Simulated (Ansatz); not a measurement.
# SiGeO (quintet): wave-function methods side by side, cc-pVDZ

Aim: climb from Hartree-Fock through coupled cluster and multireference methods for SiGeO (quintet) at one geometry and basis, and see what each rung misses.

Program: Ansatz 0.2.0, Gaussian basis. Level of theory: cc-pVDZ, core rule «outside noble gas», up to 20 orbitals frozen. These are calculated values, not measurements.

The runs, in order: UHF; CCSD(T) on ROHF; CCSD(T) on UHF; BCCD(T) on ROHF; CISD as a restricted active space (open shells left free, so some higher excitations enter); CCSDT(Q) on ROHF; CCSDT(Q) on UHF; CASSCF and MRCISD+Q, 12 electrons in 11 orbitals; CASSCF and NEVPT2, 12 electrons in 11 orbitals.

31 further runs of the same task are left out: 11 that didn't finish, 20 set aside as unsound or not needed. Runs told in other sessions of the task aren't counted.

### 1 The geometry

The geometry is a PBE0/def2-TZVP stationary point (not a proven minimum) of the parent state, kept for this charge and spin. No spin-orbit coupling is included. The filled d shell of Ge may be among the frozen orbitals whatever the setting's name suggests.

3 atoms, charge 0, spin multiplicity 5.

Atoms are counted from 1 here; the program's logs count them from 0.

Bond lengths: O1–Ge2 1.995 Å, O1–Si3 1.603 Å, Ge2–Si3 2.444 Å. Angles: Ge2–O1–Si3 84.8°, O1–Ge2–Si3 40.8°, O1–Si3–Ge2 54.4°.

### 2 UHF

in.yaml reads:

```yaml
crystal:
  periodic: [false, false, false]
  atoms:
    - {symbol: O, position_ang: [0.000000, -1.021029, -0.856742]}
    - {symbol: Ge, position_ang: [0.000000, 0.072866, 0.811694]}
    - {symbol: Si, position_ang: [0.000000, 0.393187, -1.611297]}
basis:
  gaussian: {orbitals: cc-pVDZ}
magnetization: {spin_polarized: true, initial_magnetization: 4}
hamiltonian: {xc: hf}
output: {orbitals: {seedname: orbitals}}
```

Run with:

```console
> ansatz run in.yaml --threads 1 --pin off --events-out ev --progress --plain --max-ram 2393MiB
```

Further steps of the session: CCSD(T) on ROHF; CCSD(T) on UHF; BCCD(T) on ROHF; CISD as a restricted active space (open shells left free, so some higher excitations enter); CCSDT(Q) on ROHF; CCSDT(Q) on UHF; CASSCF and MRCISD+Q, 12 electrons in 11 orbitals; CASSCF and NEVPT2, 12 electrons in 11 orbitals.

Before running them: what should the planned runs give, taken together? Wanted: UCCSDT(Q) from the RHF energy; RMP2 from UCCSDT(Q); UMP2 from UCCSDT(Q); RCCSD from UCCSDT(Q); RCCSD(T) from UCCSDT(Q); UCCSD(T) from UCCSDT(Q); RCCSDT(Q) from UCCSDT(Q); NEVPT2 valence from UCCSDT(Q); MRCISD+Q valence from UCCSDT(Q).

**Answer**, as computed:

```
                         quantity          value
    UCCSDT(Q) from the ROHF energy     -9.2134 eV
              RMP2 from UCCSDT(Q)   +93.2 kJ/mol
              UMP2 from UCCSDT(Q)   +98.5 kJ/mol
             RCCSD from UCCSDT(Q)   +46.0 kJ/mol
          RCCSD(T) from UCCSDT(Q)    +9.9 kJ/mol
          UCCSD(T) from UCCSDT(Q)    +9.8 kJ/mol
         RCCSDT(Q) from UCCSDT(Q)    +1.8 kJ/mol
    NEVPT2 valence from UCCSDT(Q)  +122.0 kJ/mol
  MRCISD+Q valence from UCCSDT(Q)   +16.2 kJ/mol
levels within 1 kcal/mol (43 meV)      RCCSDT(Q)
                    T1 diagnostic          0.044
   effectively unpaired electrons           4.04
```

**Reading.** RCCSD(T) misses by +9.9 kJ/mol, 1.1 % of the correlation energy. The occupations are near whole numbers, but T1 = 0.044 shows that the orbitals relax strongly. Of the multireference levels listed MRCISD+Q valence comes nearest in total energy (+16.2 kJ/mol), which doesn't show that its space is the better one. These misses are within one basis, not against nature; the frozen cores of restricted and unrestricted runs differ, which can shift their rows.
